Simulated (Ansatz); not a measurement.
A run of Ansatz 0.2.0:

input.yaml

```yaml
crystal:
  lattice:
    - [0.0, 2.7, 2.7]
    - [2.7, 0.0, 2.7]
    - [2.7, 2.7, 0.0]
  atoms:
    - { symbol: Gd, position: [0.0, 0.0, 0.0], spin: 7.0 }
    - { symbol: O, position: [0.25, 0.25, 0.25] }
hamiltonian:
  xc: pbesol
  pseudopotentials: { kind: paw }
magnetization:
  spin_polarized: true
kpoints:
  mp_grid: { grid: [9, 9, 9] }
scf:
  occupations: { method: fermi_dirac, width: 0.05 }
output:
  forces: true
  stress: true
  eigenvalues: true
relax:
  f_tol: 0.01
  max_steps: 40
  cell: { stress_tol: 0.05, p_target: 10.0 }
```

Potentials or basis: Ansatz PAW.

Launch:

```bash
$ ansatz run input.yaml --threads 2 --pin off --max-ram 5632MiB --backend cpu --events-out ev --progress --plain --runs-dir out
```

Hardware: 2 threads of AMD EPYC 9R45 96-Core Processor (Zen 5), on a shared host.

**Question.** Estimate the wall time of this run.

**Answer.** It took 8.2 s on 2 threads of AMD EPYC 9R45 96-Core Processor (Zen 5), with other jobs on the host, peak memory 0.44 GiB. Counts: scf iterations 65, plane waves 645, k points 35, bands 20, ion steps 7.
